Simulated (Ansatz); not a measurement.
Run this with the Python package of Ansatz (0.2.0) and show what comes out.

The script, `clh2sesi_freq.py`:
```python
"""Vibrations and zero-point energy of ClH2SeSi."""

import itertools

import ansatz as az
from ase import Atoms
from ase.data import atomic_numbers, covalent_radii
from ase.thermochemistry import IdealGasThermo
import numpy as np

GEOMETRY = """
Cl   -2.03080   -0.20260    0.12220
Si   -0.10190   -0.78240   -0.15990
Se    1.27180    0.98770    0.16640
H     0.29010   -1.83630    0.79870
H     0.62070    1.75990   -0.96880
"""

geometry = az.Crystal.molecule()
for line in GEOMETRY.strip().splitlines():
    symbol, *xyz = line.split()
    geometry = geometry.atom(symbol, [float(v) for v in xyz])

calc = (
    geometry.calculation()
    .basis(gaussian="def2-SVP")
    .functional("cam_b3lyp")
    .spin("collinear", total=1)
    .accuracy("medium")
)
symbols = [site.symbol for site in geometry.cartesian_sites]
start = np.array([site.position_ang for site in geometry.cartesian_sites], dtype=float)
report = calc.relax(force_tolerance=0.003).run(threads=1).report
end = np.array(report["positions_ang"])

# pairs closer than 1.2 times the sum of covalent radii, before or after
radius = [covalent_radii[atomic_numbers[s]] for s in symbols]
span = lambda where, i, j: np.linalg.norm(where[i] - where[j])
bonded = [(i, j) for i, j in itertools.combinations(range(len(symbols)), 2) if min(span(start, i, j), span(end, i, j)) < 1.2 * (radius[i] + radius[j])]
print("pair        before    after (A)")
for i, j in bonded:
    print(f"{symbols[i]}{i}-{symbols[j]}{j}".ljust(10), f"{span(start, i, j):8.4f} {span(end, i, j):8.4f}")

# frequencies need a stationary point, so they are taken at the relaxed geometry
minimum = az.Crystal.molecule()
for symbol, place in zip(symbols, end):
    minimum = minimum.atom(symbol, place.tolist())
vibrating = minimum.calculation()
vibrating = vibrating.basis(gaussian="def2-SVP").functional("cam_b3lyp")
vibrating = vibrating.spin("collinear", total=1)
vibrating = vibrating.accuracy("medium")
vibrating = vibrating.phonons(temperatures=(100, 500, 100))
vib = vibrating.run(threads=1).report["vibrations"]
sums = vib["harmonic_sums"]
modes = [m["omega_inv_cm"] for m in sums["modes_at_gamma"] if m["rigid_motion"] == "no"]
print("frequencies (1/cm):", " ".join(f"{w:.0f}" for w in modes))
print("imaginary modes:", sum(w < 0 for w in modes), " zero-point energy:", round(sums["zero_point_energy_ev"], 4), "eV")
# rigid rotor and ideal gas, symmetry number taken as one
gas = IdealGasThermo(vib_energies=[w / 8065.544 for w in modes if w > 0], geometry="linear" if len(modes) == 3 * len(symbols) - 5 else "nonlinear",
                     atoms=Atoms(symbols, positions=end), symmetrynumber=1, spin=0.5)
print(f"H(298 K) - E = {gas.get_enthalpy(298.15, verbose=False):.4f} eV")
print(f"S(298 K, 1 bar) = {96485.33 * gas.get_entropy(298.15, 1e5, verbose=False):.1f} J/(mol K) with symmetry number 1")
```

```console
$ python clh2sesi_freq.py
pair        before    after (A)
Cl0-Si1      2.0338   2.0773
Si1-Se2      2.2642   2.2751
Si1-H3       1.4776   1.4919
Se2-H4       1.5195   1.4695
frequencies (1/cm): 129 211 388 547 549 693 815 2216 2462
imaginary modes: 0  zero-point energy: 0.4965 eV
H(298 K) - E = 0.6569 eV
S(298 K, 1 bar) = 321.0 J/(mol K) with symmetry number 1
```

What to keep in mind:
- These settings explore the input space; basis and method may be short of convergence.
- The frequencies are harmonic and unscaled, in a modest basis.
- The run takes the species as open-shell (spin multiplicity 2), which needn't be its ground state.
- The entropy takes a symmetry number of 1; a symmetric molecule's is lower by R ln(sigma).
- Timing: 2.4 min on 1 thread of Arm Neoverse V1, on a shared host, peak memory 0.39 GiB.
